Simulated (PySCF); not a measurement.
# C₃H₆OSi: electronic excitations and core binding energies

Wanted: the electronic excitations and core binding energies of C₃H₆OSi (`C#CC[SiH2]O`), by calculation.

Programs: PySCF 2.14.0, with density-fitted response routines of our own. Each step states its level of theory. These are calculated values for one molecule in the gas phase, unless marked as measured. Atoms are numbered from 0 throughout.

## 1. Starting geometry

11 atoms, charge 0, multiplicity 1; geometry from: GFN2-xTB.

Bonds of the start (Å): C0–C1 1.20, C1–C2 1.44, C2–Si3 1.92, Si3–O4 1.62, C0–H5 1.05, C2–H6 1.09, C2–H7 1.09, Si3–H8 1.46, Si3–H9 1.46, O4–H10 0.95.

## 2. TDDFT and polarisability: CAM-B3LYP/def2-SVPD

The job: settings as JSON, then the geometry in Å.

```
{"job": {"kind": "uv", "xc": "CAM-B3LYP", "basis": "def2-SVPD", "nstates": 8, "ntriplets": 3}, "charge": 0, "multiplicity": 1}
C      2.316445     0.494461     0.180382
C      1.362179    -0.224874     0.097069
C      0.169758    -1.029582     0.006812
Si    -1.357299     0.056229    -0.398525
O     -1.479894     1.278146     0.664713
H      3.178764     1.087299     0.249557
H      0.313123    -1.793274    -0.758459
H      0.023037    -1.545243     0.958887
H     -1.211787     0.569056    -1.762496
H     -2.590135    -0.686441    -0.176911
H     -0.718767     1.796895     0.913006
```

Level: TDDFT CAM-B3LYP/def2-SVPD, vertical, gas phase, core orbitals frozen in the response.

Started as:

```console
$ OMP_NUM_THREADS=1 python probes_run.py task.json out
```

This one command runs all jobs of the session in turn.

The program printed:

```text
coarse grid: 9688 points
cycle   1  E = -482.1236003985  dE =  5.712e-01  |g| = 7.023e-01  |ddm| = 8.259e+00
cycle   2  E = -482.0714635789  dE =  5.214e-02  |g| = 9.051e-01  |ddm| = 2.072e+00
cycle   3  E = -482.2233651133  dE = -1.519e-01  |g| = 7.449e-02  |ddm| = 7.978e-01
cycle   4  E = -482.2244798518  dE = -1.115e-03  |g| = 2.865e-02  |ddm| = 2.014e-01
cycle   5  E = -482.2246574442  dE = -1.776e-04  |g| = 1.398e-02  |ddm| = 9.844e-02
cycle   6  E = -482.2247025367  dE = -4.509e-05  |g| = 3.101e-03  |ddm| = 2.332e-02
cycle   7  E = -482.2247050398  dE = -2.503e-06  |g| = 2.829e-04  |ddm| = 1.054e-02
final grid: 88992 points
cycle   8  E = -482.3049311230  dE = -2.024e-05  |g| = 1.906e-03  |ddm| = 6.503e-02
cycle   9  E = -482.3049315739  dE = -4.509e-07  |g| = 1.509e-03  |ddm| = 7.313e-03
cycle  10  E = -482.3049321447  dE = -5.708e-07  |g| = 2.683e-04  |ddm| = 2.261e-03
cycle  11  E = -482.3049321544  dE = -9.727e-09  |g| = 1.925e-04  |ddm| = 8.103e-04
cycle  12  E = -482.3049321634  dE = -8.997e-09  |g| = 2.992e-05  |ddm| = 2.878e-04
cycle  13  E = -482.3049321637  dE = -2.336e-10  |g| = 6.133e-06  |ddm| = 6.094e-05
converged SCF energy = -482.3049321637

Static polarisability (au): isotropic 63.078, principal 51.893 56.893 80.448

Singlet excitations
state   eV       nm        f      main configurations
  1   6.5129    190.4   0.00152   H->L+3 0.32, H->L+5 0.13, H->L 0.12
  2   6.7611    183.4   0.02697   H->L 0.24, H->L+2 0.15, H->L+4 0.14
  3   6.8603    180.7   0.00124   H-1->L+2 0.23, H-1->L+3 0.18, H-1->L+4 0.13
  4   7.0027    177.1   0.00729   H->L 0.51, H->L+3 0.13, H->L+2 0.09
  5   7.3837    167.9   0.02824   H-1->L 0.72, H-1->L+2 0.12
  6   7.4525    166.4   0.00761   H->L+1 0.75
  7   7.8649    157.6   0.01457   H-2->L 0.66, H->L+1 0.10, H-2->L+1 0.10
  8   8.1224    152.6   0.01590   H-1->L+1 0.81

Triplet excitations (Tamm-Dancoff, eV): 5.4756 5.9548 5.9675
```

Run time: 23 s. Hardware: 1 thread of Arm Neoverse V1, shared host; peak memory 0.68 GiB.

Frontier orbitals and where they lie:

| orbital | eV | atoms |
| --- | --- | --- |
| HOMO−3 | -11.18 | O4 38 %, C2 15 %, Si3 13 % |
| HOMO−2 | -10.37 | O4 39 %, Si3 23 %, H8 19 % |
| HOMO−1 | -9.37 | C0 41 %, C1 40 %, C2 9 % |
| HOMO | -8.92 | C0 34 %, C1 29 %, C2 15 % |
| LUMO | 0.95 | Si3 25 %, O4 21 %, C0 14 % |
| LUMO+1 | 1.40 | Si3 26 %, H6 15 %, C2 14 % |
| LUMO+2 | 1.69 | Si3 24 %, C0 19 %, C1 12 % |

With each of the 8 states as a Gaussian band of 0.4 eV half-width at 1/e, the curve within the window shown has maxima at 168 nm (ε 1,800) L/(mol cm). Beyond the last state computed it falls off for lack of states. The curve at chosen wavelengths:

(nm, ε (L/mol/cm)): (147, 454), (149, 697), (152, 1048), (154, 1217), (157, 1376), (159, 1461), (162, 1615), (164, 1723), (167, 1822), (169, 1823), (172, 1760), (174, 1711), (177, 1664), (179, 1639), (182, 1559), (184, 1454), (187, 1216), (189, 1022), (192, 725), (194, 546), (197, 332), (199, 227), (202, 121), (204, 76), (207, 37), (209, 22)

Ground-state properties from the same run:

| property | computed |
| --- | --- |
| dipole moment (D) | 0.96 |
| polarisability (Å³) | 9.35 |
| HOMO–LUMO gap (eV) | 9.87 |
| −ε(HOMO) (eV) | 8.92 |

## 3. X-ray photoelectron lines: SCAN, X2C

The job, as its differences from that of step 2:

```diff
@@ -1,2 +1,2 @@
-{"job": {"kind": "uv", "xc": "CAM-B3LYP", "basis": "def2-SVPD", "nstates": 8, "ntriplets": 3}, "charge": 0, "multiplicity": 1}
+{"job": {"kind": "xps"}, "charge": 0, "multiplicity": 1}
 C      2.316445     0.494461     0.180382
```

Method: delta-SCF UKS SCAN, pcX-2 on the ionised atom, pcseg-1 elsewhere, spin-free X2C.

The program printed:

```text
ground state, core basis on atom 0 (C), 135 functions
  cycle   1  E = -483.00039774  |g| = 7.93e-01
  cycle   2  E = -482.77676272  |g| = 1.32e+00
  cycle   3  E = -483.12582171  |g| = 1.81e-01
  cycle   4  E = -483.13294984  |g| = 5.03e-02
  cycle   5  E = -483.13319364  |g| = 4.34e-02
  cycle   6  E = -483.13365049  |g| = 9.58e-03
  cycle   7  E = -483.13367438  |g| = 1.40e-03
  cycle   8  E = -483.13367682  |g| = 3.09e-04
  E(ground) = -483.17385561 Eh
hole in C 1s of atom 0
  cycle   1  E = -471.90038187  |g| = 1.50e+00
  cycle   2  E = -468.97767029  |g| = 2.39e+00
  cycle   3  E = -472.13462183  |g| = 7.99e-01
  cycle   4  E = -472.33443774  |g| = 5.56e-01
  cycle   5  E = -472.44164504  |g| = 2.61e-01
  cycle   6  E = -472.47289967  |g| = 6.00e-02
  cycle   7  E = -472.47487117  |g| = 2.30e-02
  cycle   8  E = -472.47517897  |g| = 1.25e-02
  cycle   9  E = -472.47533383  |g| = 6.53e-03
  cycle  10  E = -472.47543263  |g| = 4.22e-03
  cycle  11  E = -472.47546691  |g| = 1.37e-03
  cycle  12  E = -472.47546934  |g| = 4.02e-04
  E(ion) = -472.51451754 Eh   <S^2> = 0.8184   hole on atom = 1.000   binding energy = 290.055 eV
ground state, core basis on atom 1 (C), 135 functions
  cycle   1  E = -483.13383382  |g| = 6.63e-02
  cycle   2  E = -483.13188764  |g| = 9.32e-02
  cycle   3  E = -483.13363934  |g| = 4.50e-02
  cycle   4  E = -483.13415625  |g| = 8.08e-03
  cycle   5  E = -483.13417294  |g| = 1.06e-03
  cycle   6  E = -483.13417330  |g| = 3.32e-04
  E(ground) = -483.17434219 Eh
hole in C 1s of atom 1
  cycle   1  E = -471.88152211  |g| = 1.51e+00
  cycle   2  E = -469.39979585  |g| = 2.37e+00
  cycle   3  E = -472.14724736  |g| = 7.64e-01
  cycle   4  E = -472.32826153  |g| = 5.33e-01
  cycle   5  E = -472.42148110  |g| = 2.30e-01
  cycle   6  E = -472.44055957  |g| = 1.09e-01
  cycle   7  E = -472.44732919  |g| = 2.06e-02
  cycle   8  E = -472.44778422  |g| = 9.85e-03
  cycle   9  E = -472.44806619  |g| = 6.47e-03
  cycle  10  E = -472.44822134  |g| = 3.55e-03
  cycle  11  E = -472.44826043  |g| = 2.12e-03
  cycle  12  E = -472.44826838  |g| = 1.15e-03
  cycle  13  E = -472.44827239  |g| = 6.29e-04
  cycle  14  E = -472.44827330  |g| = 3.68e-04
  E(ion) = -472.48729949 Eh   <S^2> = 0.8561   hole on atom = 1.000   binding energy = 290.809 eV
ground state, core basis on atom 2 (C), 135 functions
  cycle   1  E = -483.13029709  |g| = 5.98e-02
  cycle   2  E = -483.12983756  |g| = 4.77e-02
  cycle   3  E = -483.12969372  |g| = 5.25e-02
  cycle   4  E = -483.13039893  |g| = 1.10e-02
  cycle   5  E = -483.13042879  |g| = 4.27e-04
  cycle   6  E = -483.13043028  |g| = 1.00e-04
  E(ground) = -483.16983945 Eh
hole in C 1s of atom 2
  cycle   1  E = -471.86522541  |g| = 1.51e+00
  cycle   2  E = -471.00389371  |g| = 1.90e+00
  cycle   3  E = -472.20458553  |g| = 6.71e-01
  cycle   4  E = -472.30792413  |g| = 4.84e-01
  cycle   5  E = -472.43071532  |g| = 8.59e-02
  cycle   6  E = -472.43325193  |g| = 4.41e-02
  cycle   7  E = -472.43396497  |g| = 1.34e-02
  cycle   8  E = -472.43404683  |g| = 5.00e-03
  cycle   9  E = -472.43407138  |g| = 2.00e-03
  cycle  10  E = -472.43408326  |g| = 1.39e-03
  cycle  11  E = -472.43409240  |g| = 8.67e-04
  cycle  12  E = -472.43409811  |g| = 4.76e-04
  E(ion) = -472.47250960 Eh   <S^2> = 0.7696   hole on atom = 1.000   binding energy = 291.089 eV
ground state, core basis on atom 3 (Si), 146 functions
  cycle   1  E = -483.23195197  |g| = 2.89e-01
  cycle   2  E = -483.23205335  |g| = 4.65e-02
  cycle   3  E = -483.23206947  |g| = 3.53e-02
  cycle   4  E = -483.23225558  |g| = 1.22e-02
  cycle   5  E = -483.23229360  |g| = 3.69e-03
  cycle   6  E = -483.23229616  |g| = 4.21e-04
  E(ground) = -483.23036018 Eh
hole in Si 1s of atom 3
  cycle   1  E = -414.29054194  |g| = 4.35e+00
  cycle   2  E = -412.98134343  |g| = 2.56e+00
  cycle   3  E = -408.65755644  |g| = 2.66e+00
  cycle   4  E = -415.20130180  |g| = 5.38e-01
  cycle   5  E = -415.23218137  |g| = 5.16e-01
  cycle   6  E = -415.32958552  |g| = 1.57e-01
  cycle   7  E = -415.33945684  |g| = 6.68e-02
  cycle   8  E = -415.34128606  |g| = 3.33e-02
  cycle   9  E = -415.34182611  |g| = 6.50e-03
  cycle  10  E = -415.34184475  |g| = 2.44e-03
  cycle  11  E = -415.34184830  |g| = 5.15e-04
  cycle  12  E = -415.34184880  |g| = 2.03e-04
  E(ion) = -415.34772440 Eh   <S^2> = 0.7522   hole on atom = 1.000   binding energy = 1847.181 eV
hole in Si 2p of atom 3
  cycle   1  E = -478.95063427  |g| = 1.24e+00
  cycle   2  E = -478.32700052  |g| = 1.41e+00
  cycle   3  E = -479.10657971  |g| = 5.03e-01
  cycle   4  E = -479.22950128  |g| = 2.70e-01
  cycle   5  E = -479.24932987  |g| = 1.87e-01
  cycle   6  E = -479.26815936  |g| = 2.40e-02
  cycle   7  E = -479.26843044  |g| = 1.08e-02
  cycle   8  E = -479.26846733  |g| = 4.68e-03
  cycle   9  E = -479.26847701  |g| = 1.16e-03
  cycle  10  E = -479.26847674  |g| = 3.68e-04
  E(ion) = -479.27735432 Eh   <S^2> = 0.7515   hole on atom = 1.003   binding energy = 107.567 eV
  2p3/2 = 107.322 eV   2p1/2 = 107.947 eV
ground state, core basis on atom 4 (O), 135 functions
  cycle   1  E = -483.16171426  |g| = 9.96e-02
  cycle   2  E = -483.16124347  |g| = 6.68e-02
  cycle   3  E = -483.16148168  |g| = 5.73e-02
  cycle   4  E = -483.16203431  |g| = 1.06e-02
  cycle   5  E = -483.16205766  |g| = 4.49e-03
  cycle   6  E = -483.16206248  |g| = 3.12e-04
  E(ground) = -483.19880690 Eh
hole in O 1s of atom 4
  cycle   1  E = -462.56011197  |g| = 2.22e+00
  cycle   2  E = -460.68134806  |g| = 2.49e+00
  cycle   3  E = -463.09802963  |g| = 7.00e-01
  cycle   4  E = -463.32113081  |g| = 2.75e-01
  cycle   5  E = -463.33680884  |g| = 2.36e-01
  cycle   6  E = -463.36268004  |g| = 9.64e-02
  cycle   7  E = -463.36749698  |g| = 1.07e-02
  cycle   8  E = -463.36755518  |g| = 4.02e-03
  cycle   9  E = -463.36756325  |g| = 1.68e-03
  cycle  10  E = -463.36756464  |g| = 3.40e-04
  E(ion) = -463.40546465 Eh   <S^2> = 0.7610   hole on atom = 1.000   binding energy = 538.604 eV
```

Run time: 45 s. Hardware: 1 thread of Arm Neoverse V1, shared host; peak memory 0.47 GiB.

The holes in one table. −ε is the ground-state orbital energy:

| hole | stands for | environment | ΔSCF (eV; 2p as the shell's mean) | −ε (eV) | ⟨S²⟩ |
| --- | --- | --- | --- | --- | --- |
| C1s on C0 | C0 | terminal alkyne carbon | 290.06 | 273.3 | 0.818 |
| C1s on C1 | C1 | alkyne carbon | 290.81 (doubtful) | 273.8 | 0.856 |
| C1s on C2 | C2 | propargylic sp3 CH2 bonded to Si | 291.09 | 274.2 | 0.770 |
| Si1s on Si3 | Si3 | silicon bonded to C, O, 2 H | 1847.18 | 1793.8 | 0.752 |
| Si2p on Si3 | Si3 | silicon bonded to C, O, 2 H | 107.53 | 96.6 | 0.751 |
| O1s on O4 | O4 | oxygen bonded to Si, H | 538.60 | 516.6 | 0.761 |

Doubtful: the ion did not converge, its hole moved, or its ⟨S²⟩ is well above 0.75.

With the spin-orbit splitting: Si3 2p3/2 107.32, 2p1/2 107.95 eV. The table gives each 2p level as the mean over the whole 2p shell (two parts 2p3/2, one part 2p1/2), which differs a little from the single hole in the log.

## 4. Summary of results

| quantity | value |
| --- | --- |
| lowest singlet (CAM-B3LYP/def2-SVPD) | 6.51 eV (190 nm), f = 0.002 |
| brightest single state of those computed | state 5, 7.38 eV, f = 0.028 |
| lowest triplet | 5.48 eV |
| C1s binding energies, SCAN/pcX-2 (standing for 2 of 3 atoms) | C2 291.09, C0 290.06 eV |
| Si1s binding energies, SCAN/pcX-2 | Si3 1847.18 eV |
| Si2p binding energies, SCAN/pcX-2 | Si3 107.53 eV |
| O1s binding energies, SCAN/pcX-2 | O4 538.60 eV |

The first singlet state (HOMO→LUMO+3 0.32, HOMO→LUMO+5 0.13) lies at 6.51 eV and is weak; of the 8 states computed, the strongest absorption comes from state 5 at 7.38 eV. The lowest triplet lies 1.04 eV below the lowest singlet (triplets in Tamm-Dancoff, singlets in full TDDFT). C2 (propargylic sp3 CH2 bonded to Si) binds its C1s electron 1.03 eV more tightly than C0 (terminal alkyne carbon). Only 2 of the 3 C atoms are covered by sound results.
